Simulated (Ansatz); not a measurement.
Run this with the Python package of Ansatz (0.2.0) and show what comes out.

`bde_b2h7nosi.py`
```python
import ansatz as az


def single_point(molecule, charge=0, unpaired=0):
    calc = (
        molecule.calculation()
        .basis(gaussian="cc-pVDZ")
        .functional("B3LYP")
    )
    if charge:
        calc = calc.charge(charge)
    if unpaired:
        calc = calc.spin("collinear", total=unpaired)
    report = calc.run(threads=1, backend="cpu").report
    if report["published_state_doubts"]:
        print("  doubts:", report["published_state_doubts"])
    return report["free_energy_ev"]

GEOMETRY = """
B    -1.40390    0.98030    1.53510
O    -1.20980   -0.46780    1.61400
B    -0.65340   -0.85990    0.31860
N     0.85550   -0.97180    0.14060
Si    1.32840    0.10760   -1.20870
H    -0.54600    1.71360    1.88750
H    -2.43870    1.42140    1.17150
H    -1.38120   -1.18520   -0.55710
H     1.05690   -1.95100   -0.16210
H     0.99620    1.50010   -0.86970
H     2.77720   -0.00170   -1.43370
H     0.61880   -0.28560   -2.43610
"""

def without(molecule, index):
    rest = az.Crystal.molecule()
    for i, site in enumerate(molecule.cartesian_sites):
        if i != index:
            rest = rest.atom(site.symbol, site.position_ang)
    return rest

mol = az.Crystal.molecule()
for line in GEOMETRY.strip().splitlines():
    symbol, *xyz = line.split()
    mol = mol.atom(symbol, [float(v) for v in xyz])

whole = single_point(mol, 0)
hydrogen = single_point(az.Crystal.molecule().atom("H", (0, 0, 0)), 0, 1)
print(f"E(molecule) = {whole:.5f} eV, E(H) = {hydrogen:.5f} eV")
for index in [6, 7, 8]:
    radical = single_point(without(mol, index), 0, 1)
    print(f"H{index}: homolysis {23.060548 * (radical + hydrogen - whole):.1f} kcal/mol")
```

```console
$ python bde_b2h7nosi.py
E(molecule) = -12883.46765 eV, E(H) = -13.63992 eV
H6: homolysis 105.1 kcal/mol
H7: homolysis 103.3 kcal/mol
H8: homolysis 97.2 kcal/mol
```

Total energies depend on the basis set; only differences at equal settings carry meaning. The geometry is a force-field or estimated start, not a minimum of this method, and the basis set is short of its limit. All parts are taken at fixed geometry, without zero-point energy. b3lyp holds the VWN-RPA fit, as in Gaussian; the form of ORCA and Turbomole is b3lyp5. Timing: 32 s on 1 thread of Arm Neoverse V1, with other jobs on the host, peak memory 0.33 GiB.
